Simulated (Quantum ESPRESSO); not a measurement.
Runs of Quantum ESPRESSO 7.5 on AlSi2Cl. Symmetry: P-6m2, No. 187, hexagonal system. The conventional cell has a = 3.803 Å, b = 3.803 Å, c = 4.990 Å, α = 90.00°, β = 90.00°, γ = 120.00°. Al (site symmetry -6m2) is surrounded by 6 Si at 2.52 Å. Si (site symmetry 3m) has 2 Si at 2.46 to 2.53 Å and 3 Al at 2.52 Å and 3 Cl at 2.53 Å as nearest neighbours. Cl (site symmetry -6m2) is surrounded by 6 Si at 2.53 Å. The cell was built by a generator and needn't be a form met in nature.

```tsv
task	k mesh	mesh quality	gap on the mesh (eV)	pressure (GPa)	largest force (eV/Å)
phonons	10 × 10 × 8	not flagged	none	21.2	0.88
phonons	6 × 6 × 4	coarse	none	21.2	0.82
dielectric tensor	2 × 2 × 2	coarse	(b)	20.2	0.51
phonons	4 × 4 × 4	coarse	none	21.1	(a)
phonons	6 × 6 × 6	coarse	none	21.1	0.85
```

Alike in all rows: level PBE; potentials or basis GBRV 1.5 PBE; no spin polarisation; cell as given; cutoff (eV) 612; smearing fermi-dirac 0.05 eV.

Task: Estimate the missing entries.

Result: (a) 0.84; (b) 0.67.

Caveats: some runs use coarse meshes; the cell is more than 3 GPa from zero pressure, which shifts response properties; the atoms weren't relaxed first, which shifts the frequencies (some runs); the mesh is thin for the phonons of a metal (some runs); some modes are imaginary (some runs).

A k mesh can miss the band edges.

A gap of «none» marks a metal or a gap under the smearing width.
